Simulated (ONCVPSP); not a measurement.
**An ONCV potential for barium, from input to tests**

Aim: build the potential from the settings below, then test how well it stands in for the atom: other configurations, scattering, ghost states and the plane-wave cutoff that it needs.

The numbers are computed with ONCVPSP 4.0.1.1 (patched build) (PBEsol, scalar-relativistic, spin-unpolarised reference atom).

### 1 Starting point

Typed settings, in words:

- element: barium (Ba, Z = 56)
- type: optimised norm-conserving Vanderbilt (ONCV)
- frozen core: [Kr] 4d10
- valence charge: 10
- reference configuration: 5s2 5p6 6s2
- partial waves: 5s+6s: rc 2.64 bohr, ncon 5, nbas 9, qcut 5.5 1/bohr, 2 projectors; 5p: rc 1.82 bohr, ncon 5, nbas 8, qcut 3.3 1/bohr, 1 projector; d scattering state at 0.2 Ha: rc 2.82 bohr, ncon 4, nbas 8, qcut 2.7 1/bohr, 2 projectors, debl 2.1 Ha
- local potential: polynomial inside 1.14 bohr (lpopt 5, dvloc0 6 Ha)
- core correction: not asked for

The nodes and maxima of the atom's own shells, from an earlier all-electron run, set the scale for the radii.

All-electron outer shells of the reference configuration (PBEsol, scalar-relativistic, ld1.x):

```tsv
shell	level (eV)	outermost node (bohr)	outermost maximum (bohr)
5s	-33.70	0.80	1.47
5p	-18.74	0.86	1.67
6s	-3.25	1.97	4.16
5d	-2.03	1.00	2.49
6p	-1.23	2.36	5.40
```

### 2 The generation run

Ba.dat

```
# ATOM AND REFERENCE CONFIGURATION
# atsym  z   nc   nv     iexc    psfile
  Ba 56.00    9    3  -116133      upf
#
#   n    l    f
    1    0    2.00
    2    0    2.00
    2    1    6.00
    3    0    2.00
    3    1    6.00
    3    2   10.00
    4    0    2.00
    4    1    6.00
    4    2   10.00
    5    0    2.00
    5    1    6.00
    6    0    2.00
#
# PSEUDOPOTENTIAL AND OPTIMIZATION
# lmax
    2
#
#   l,   rc,      ep,       ncon, nbas, qcut
    0    2.64    0.00    5    9    5.50
    1    1.82    0.00    5    8    3.30
    2    2.82    0.20    4    8    2.70
#
# LOCAL POTENTIAL
# lloc, lpopt,  rc(5),   dvloc0
    4    5    1.14    6.00
#
# VANDERBILT-KLEINMAN-BYLANDER PROJECTORs
# l, nproj, debl
    0    2    0.50
    1    1    3.00
    2    2    2.10
#
# MODEL CORE CHARGE
# icmod, fcfact, rcfact
    0    0.00    0.00
#
# LOG DERIVATIVE ANALYSIS
# epsh1, epsh2, depsh
   -3.00    5.00    0.02
#
# OUTPUT GRID
# rlmax, drl
    6.00    0.01
#
# TEST CONFIGURATIONS
# ncnf
    4
# nvcnf
#   n    l    f
    3
    5    0    2.00
    5    1    6.00
    6    0    1.00
#
    3
    5    0    2.00
    5    1    6.00
    6    0    0.00
#
    3
    5    0    2.00
    5    1    6.00
    6    0    1.50
#
    4
    5    0    2.00
    5    1    6.00
    6    0    0.00
    6    1    1.00
#
```

On the command line:

```sh
$ oncvpsp.x < Ba.dat > Ba.out
```

What does the calculation give? Wanted: cutoffs for 1 and 0.1 mHa per electron, occupied waves; bound ghosts; GHOST(+) flags; largest test error; largest phase difference near zero energy, channels read; projector energies reset by the program.

**Answer**, as computed:

| quantity | value |
| --- | --- |
| cutoffs for 1 and 0.1 mHa per electron, occupied waves | 41 Ha and 53 Ha |
| bound ghosts | s at -45.17 eV |
| GHOST(+) flags | p at 22 eV, d at 290 eV |
| largest test error (AE − PS) | +79 meV, for 5s2 5p6 6s0 6p1 |
| largest phase difference near zero energy, channels read | 0.042 rad |
| projector energies reset by the program | d: 0.050, 2.150 Ha |

A bound ghost (s) makes it unfit for use: electrons can fall into a state that the atom doesn't have. By total energies transferability is fair: the largest error is 79 meV on 8.0 eV, for 5s2 5p6 6s0 6p1. By its cutoff, 41 Ha for the looser tolerance, it is hard. At the looser tolerance the 5p wave is the slowest; 5s needs 10 Ha. Of the channels read, p scatters worst near zero energy, by up to 0.04 rad. The pseudo curves have poles with no partner nearby in the atom's: s at -1.65 Ha, p at 0.60 Ha. At positive energy that is a spurious or a displaced resonance. The program also flags highly localised states, GHOST(+) (p, d). These are tests on the free atom; a crystal test is still owed.
